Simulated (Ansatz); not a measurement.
# Si2NH6Cl (SMILES N[SiH]([SiH3])Cl): levels of theory compared

Wanted: a comparison of 6 runs (BLYP/6-31G*, PBE/6-31G*, SVWN5/6-31G*, r2SCAN0/6-31G*, revPBE/6-31G*, wB97M-V/6-31G*) of Si2NH6Cl. 

The results are computed with Ansatz 0.2.0.

68 further runs of the same task are left out: 2 that didn't finish, 66 set aside as unsound or not needed.

## 1. Starting point

The species is Si2NH6Cl (10 atoms), meant as a singlet with charge 0. As SMILES, `N[SiH]([SiH3])Cl`. The Si3–H8 distance was set to 2.228 Å, away from the relaxed value. At this shape a bond of the SMILES string is far longer than usual.

Bond lengths: N1–Si2 1.706 Å, Si2–Si3 2.336 Å, Si2–Cl4 2.083 Å, N1–H5 1.008 Å, N1–H6 1.008 Å, Si2–H7 1.482 Å, Si3–H9 1.489 Å, Si3–H10 1.488 Å. Some angles: N1–Si2–Si3 109.4°, N1–Si2–Cl4 114.5°, Si3–Si2–Cl4 106.1°, N1–Si2–H7 107.1°, Si3–Si2–H7 114.7°, Cl4–Si2–H7 105.1°, Si2–N1–H5 120.5°, Si2–N1–H6 120.3°, Si2–Si3–H9 108.8°, Si2–Si3–H10 110.7°. A long bond or contact: Si3–H8 2.228 Å.

## 2. A single-point energy at BLYP/6-31G(d) (spherical functions) (run 1)

in.yaml

```yaml
crystal:
  periodic: [false, false, false]
  atoms:
    - {symbol: "N", position_ang: [-0.597501, 2.366308, -0.352349]}
    - {symbol: Si, position_ang: [-0.185801, 0.750308, -0.710449]}
    - {symbol: Si, position_ang: [0.580899, -0.304892, 1.227851]}
    - {symbol: Cl, position_ang: [-1.766701, -0.409892, -1.414149]}
    - {symbol: H, position_ang: [-1.163901, 2.583208, 0.452151]}
    - {symbol: H, position_ang: [-0.754701, 3.028208, -1.096249]}
    - {symbol: H, position_ang: [0.791999, 0.785908, -1.823949]}
    - {symbol: H, position_ang: [0.872200, -2.482600, 0.855100]}
    - {symbol: H, position_ang: [-0.433201, -0.127892, 2.303751]}
    - {symbol: H, position_ang: [1.865799, 0.293308, 1.679651]}
basis:
  gaussian:
    orbitals: 6-31G_st_-spherical.json
magnetization:
  spin_polarized: false
hamiltonian:
  xc: {name: BLYP}
accuracy: high
output: {orbitals: {seedname: orbitals}}
```

The basis set 6-31G* is read from a file made from the Basis Set Exchange's data (not shown).

Launch:

```sh
ansatz run in.yaml --threads 1 --pin off --max-ram 3480MiB --events-out events.jsonl --progress --plain --runs-dir runs
```

What it wrote:

```text
Warning: RAYON_NUM_THREADS=1 ignored (pool sized by the plan → 1); use --threads N
Functional definition: BLYP
  name "BLYP"
  parameter beta = 0.0042
  parameter a = 0.04918
  parameter b = 0.132
  parameter c = 0.2533
  parameter d = 0.349
  exchange = b88_x(beta = beta)
  correlation = lyp_c(a = a, b = b, c = c, d = d)
1819 factors; integrals over basis functions are off by at most 4.1e-9 eV
mean field evaluation 1: about -29854.4594 eV, gradient 6.3e1 eV
mean field evaluation 2: about -29792.2712 eV, gradient 1.3e2 eV
mean field evaluation 4: about -29861.9833 eV, gradient 1.3e1 eV
mean field evaluation 8: about -29862.7004 eV, gradient 1.7e-1 eV
mean field evaluation 16: about -29862.6877 eV, gradient 5.6e-5 eV
mean field -29862.68770781 eV, -1097.4335316053 hartree, gradient 7.1e-8 eV, S^2 0.000000; 0 other end points of the search recorded, 0 dependent functions left out
reference -29862.68777016 eV, -1097.4335338967 hartree; 29, 29 occupied and 51, 51 virtual orbitals, 1819 factors
Total energy: -29862.68777016 eV, -1097.4335338967 hartree
```

It took 7.8 s on 1 thread of Arm Neoverse V1, shared host; peak memory 0.21 GiB.

## 3. The energy at PBE/6-31G(d) (spherical functions) (run 2)

in.yaml: that of step 2 with these lines changed.

```diff
@@ -16,6 +16,4 @@
     orbitals: 6-31G_st_-spherical.json
-magnetization:
-  spin_polarized: false
 hamiltonian:
-  xc: {name: BLYP}
+  xc: {name: PBE}
 accuracy: high
```

The basis set 6-31G* is read from a file made from the Basis Set Exchange's data (not shown).

Launch:

```sh
ansatz run in.yaml --threads 1 --pin off --max-ram 3480MiB --events-out events.jsonl --progress --plain --runs-dir runs
```

What it wrote:

```text
Warning: RAYON_NUM_THREADS=1 ignored (pool sized by the plan → 1); use --threads N
Functional definition: PBE
  name "PBE"
  parameter kappa = 0.804
  parameter beta = 0.06672455060314922
  exchange = pbe_x(kappa = kappa, mu = beta*pi^2/3)
  correlation = pbe_c(beta = beta)
1819 factors; integrals over basis functions are off by at most 4.1e-9 eV
mean field evaluation 1: about -29841.2375 eV, gradient 6.0e1 eV
mean field evaluation 2: about -29781.8250 eV, gradient 1.3e2 eV
mean field evaluation 4: about -29848.1163 eV, gradient 1.1e1 eV
mean field evaluation 8: about -29848.6159 eV, gradient 5.3e-1 eV
mean field evaluation 16: about -29848.6049 eV, gradient 9.0e-5 eV
mean field -29848.60488979 eV, -1096.9159975886 hartree, gradient 4.2e-8 eV, S^2 0.000000; 0 other end points of the search recorded, 0 dependent functions left out
reference -29848.60489369 eV, -1096.9159977320 hartree; 29, 29 occupied and 51, 51 virtual orbitals, 1819 factors
Total energy: -29848.60489369 eV, -1096.9159977320 hartree
```

It took 8.4 s on 1 thread of Arm Neoverse V1, shared host; peak memory 0.21 GiB.

Runs 3 to 5 aren't shown in full; the table further down has their settings and results.

## 4. The energy at wB97M-V/6-31G(d) (spherical functions) (run 6)

input.yaml

```yaml
crystal:
  periodic: [false, false, false]
  atoms:
    - {symbol: N, position_ang: [-0.597501, 2.366308, -0.352349]}
    - {symbol: Si, position_ang: [-0.185801, 0.750308, -0.710449]}
    - {symbol: Si, position_ang: [0.580899, -0.304892, 1.227851]}
    - {symbol: Cl, position_ang: [-1.766701, -0.409892, -1.414149]}
    - {symbol: H, position_ang: [-1.163901, 2.583208, 0.452151]}
    - {symbol: H, position_ang: [-0.754701, 3.028208, -1.096249]}
    - {symbol: H, position_ang: [0.791999, 0.785908, -1.823949]}
    - {symbol: H, position_ang: [0.872200, -2.482600, 0.855100]}
    - {symbol: H, position_ang: [-0.433201, -0.127892, 2.303751]}
    - {symbol: H, position_ang: [1.865799, 0.293308, 1.679651]}
basis:
  gaussian: {orbitals: 6-31G_st_-spherical.json}
hamiltonian: {xc: {name: wB97M-V}}
accuracy: high
output: {orbitals: {seedname: orbitals}}
```

The basis set 6-31G* is read from a file made from the Basis Set Exchange's data (not shown).

Launch:

```sh
ansatz run input.yaml --threads 1 --pin off --max-ram 3480MiB --events-out events.jsonl --progress --plain --runs-dir runs
```

What it wrote:

```text
Warning: RAYON_NUM_THREADS=1 ignored (pool sized by the plan → 1); use --threads N
Functional definition: wB97M-V
  name "wB97M-V"
  parameter omega = 0.3/bohr
  parameter cx = 0.15
  parameter cx01 = 1.007
  parameter cx10 = 0.259
  parameter css00 = 0.443
  parameter css04 = -1.437
  parameter css10 = -4.535
  parameter css20 = -3.390
  parameter css43 = 4.278
  parameter cos00 = 1.000
  parameter cos10 = 1.358
  parameter cos20 = 2.924
  parameter cos21 = -8.812
  parameter cos60 = -1.390
  parameter cos61 = 9.142
  parameter b = 6.0
  parameter c = 0.01
  gx(w, u) = 1 - cx + cx01*u + cx10*w
  gss(w, u) = css00 + css04*u^4 + css10*w + css20*w^2 + css43*w^4*u^3
  gos(w, u) = cos00 + cos10*w + (cos20 + cos21*u)*w^2 + (cos60 + cos61*u)*w^6
  exchange = spin_sum(e_x_unif_sr(omega)*gx(b97_w, b97_u_x)) + cx*exact_x_sr(omega) + exact_x_lr(omega)
  correlation = spin_sum(e_c_pw_mod_same_spin*gss(b97_w, b97_u_same))
      + integral(e_c_pw_mod_opposite_spin*gos(b97_w_opposite, b97_u_opposite)) + vv10(b, c)
1819 factors; integrals over basis functions are off by at most 4.1e-9 eV
425 factors; integrals over basis functions are off by at most 3.5e-9 eV
mean field evaluation 1: about -29857.7848 eV, gradient 4.0e1 eV
mean field evaluation 2: about -29858.1295 eV, gradient 3.8e1 eV
mean field evaluation 4: about -29861.1176 eV, gradient 9.5e-1 eV
mean field evaluation 8: about -29861.2501 eV, gradient 6.3e-2 eV
mean field evaluation 16: about -29861.2501 eV, gradient 4.5e-5 eV
mean field -29861.25007925 eV, -1097.3806997303 hartree, gradient 3.4e-8 eV, S^2 0.000000; 0 other end points of the search recorded, 0 dependent functions left out
reference -29861.25008428 eV, -1097.3806999150 hartree; 29, 29 occupied and 51, 51 virtual orbitals, 1819 factors
Total energy: -29861.25008428 eV, -1097.3806999150 hartree
```

Wall time 1.9 min (1 thread of Arm Neoverse V1, shared host); peak memory 0.61 GiB.

## 5. The series

```csv
run,level,energy (Eh),HOMO energy (eV),LUMO energy (eV),HOMO–LUMO gap (eV),wall time
1,BLYP/6-31G* (spherical functions),-1097.433534,-6.28,-2.22,4.05,7.8 s
2,PBE/6-31G* (spherical functions),-1096.915998,-6.46,-2.38,4.08,8.4 s
3,SVWN5/6-31G* (spherical functions),-1093.187025,-6.53,-2.46,4.08,5.1 s
4,r2SCAN0/6-31G* (spherical functions),-1097.348279,-7.95,-1.52,6.43,24 s
5,revPBE/6-31G* (spherical functions),-1097.257701,-6.43,-2.34,4.10,8.4 s
6,wB97M-V/6-31G* (spherical functions),-1097.380700,-9.71,0.29,10.00,1.9 min
```

## 6. Outcome

```
            quantity           value
 run 6: total energy  -1097.38070 Eh
  run 6: HOMO energy        -9.71 eV
  run 6: LUMO energy         0.29 eV
run 6: HOMO–LUMO gap        10.00 eV
```

In words: The HOMO–LUMO gap runs from 4.05 eV (BLYP/6-31G*) to 10.00 eV (wB97M-V/6-31G*). Totals of different functionals can't be ranked against each other. All runs together took 2.8 min, the longest 1.9 min.
